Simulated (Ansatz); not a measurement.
The system is CsLiCr2Te2S3.

```xyz
9
Lattice="3.3193 1.9164 6.8798 -3.3193 1.9164 6.8798 0.0000 -3.8328 6.8798" Properties=species:S:1:pos:R:3 pbc="T T T"
Cs    0.0000    0.0000    0.0000
Li    0.0000    0.0000   10.3197
Cr    0.0000    0.0000   16.4802
Cr    0.0000    0.0000    4.1593
Te    0.0000    0.0000   14.0328
Te    0.0000    0.0000    6.6067
S    -2.4147    0.0000   10.3197
S     1.2074   -2.0912   10.3197
S     1.2074    2.0912   10.3197
```

The cell was built by a generator and needn't be a form met in nature.

Base run:

| Quantity | Value |
| --- | --- |
| Program | Ansatz 0.2.0 |
| Functional | LDA |
| Potentials or basis | Ansatz PAW |
| Cutoff | 420 eV |
| Density cutoff | 1680 eV |
| k mesh | 5 × 5 × 5 |
| Occupations | fermi-dirac, width 0.05 eV |
| Spin | collinear spin, ferromagnetic start |
| Starting moments | [0.0, 0.0, 3.0, 3.0, 0.0, 0.0, 0.0, 0.0, 0.0] μB |

Its results: band gap on the k mesh none (metal or under the smearing width); pressure -3.9 GPa; net moment 4.00 μB per cell; site moments Cs -0.01; Li +0.01; Cr +1.95; Te -0.11; S -0.04 μB; largest force 0.482 eV/Å.

Question: After a change of settings the same cell gave: band gap on the k mesh none (metal or under the smearing width); pressure 2.1 GPa; net moment 4.00 μB per cell; site moments Cs -0.01; Li +0.01; Cr +2.01; Te -0.13; S -0.04 μB; largest force 0.198 eV/Å. Which change was it?
A. functional from LDA to PBE; potentials or basis from Ansatz PAW to PseudoDojo standard (PBE files); cutoff from 420 eV to 1279 eV; density cutoff from 1680 eV to 5116 eV
B. functional from LDA to PBE
C. functional from LDA to PBEsol
D. functional from LDA to BLYP

Answer: D.

BLYP binds less tightly than LDA, so the same cell stands under more pressure.

Caveats: only a ferromagnetic start was run, and an antiferromagnetic order may lie lower in energy; the PAW data sets come from PBE, with cores solved anew for the run's functional, which leaves a small shift of forces and pressure; the potentials were made for another functional, which shifts forces and pressure (some runs).

Not every run made on this cell is shown here.
